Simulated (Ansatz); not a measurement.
The system is B2P.

```
B P
1.0
     1.51512    0.87475    3.92488
    -1.51512    0.87475    3.92488
     0.00000   -1.74950    3.92488
B P
2 1
Direct
  0.42934 0.42934 0.42934
  0.57066 0.57066 0.57066
  0.00000 0.00000 0.00000
```

The cell was built by a generator and needn't be a form met in nature.

Base run:

```yaml
Program: Ansatz 0.2.0
Functional: LDA
Potentials_or_basis: Ansatz PAW
Cutoff: 420 eV
Density_cutoff: 1680 eV
k_mesh: 10 × 10 × 10
Occupations: fermi-dirac, width 0.05 eV
Spin: no spin polarisation
```

Its results: band gap on the k mesh none (metal or under the smearing width); pressure -6.2 GPa; largest force 0.122 eV/Å.

Q: After a change of settings the same cell gave: band gap on the k mesh none (metal or under the smearing width); pressure -0.2 GPa; largest force 0.093 eV/Å. Which change was it?
A. functional from LDA to PBE
B. functional from LDA to BLYP
C. functional from LDA to PBEsol
D. functional from LDA to RPBE

A: A.

PBE binds less tightly than LDA, so the same cell stands under more pressure.

Caveats: the PAW data sets come from PBE, with cores solved anew for the run's functional, which leaves a small shift of forces and pressure (some runs).

Not every run made on this cell is shown here.
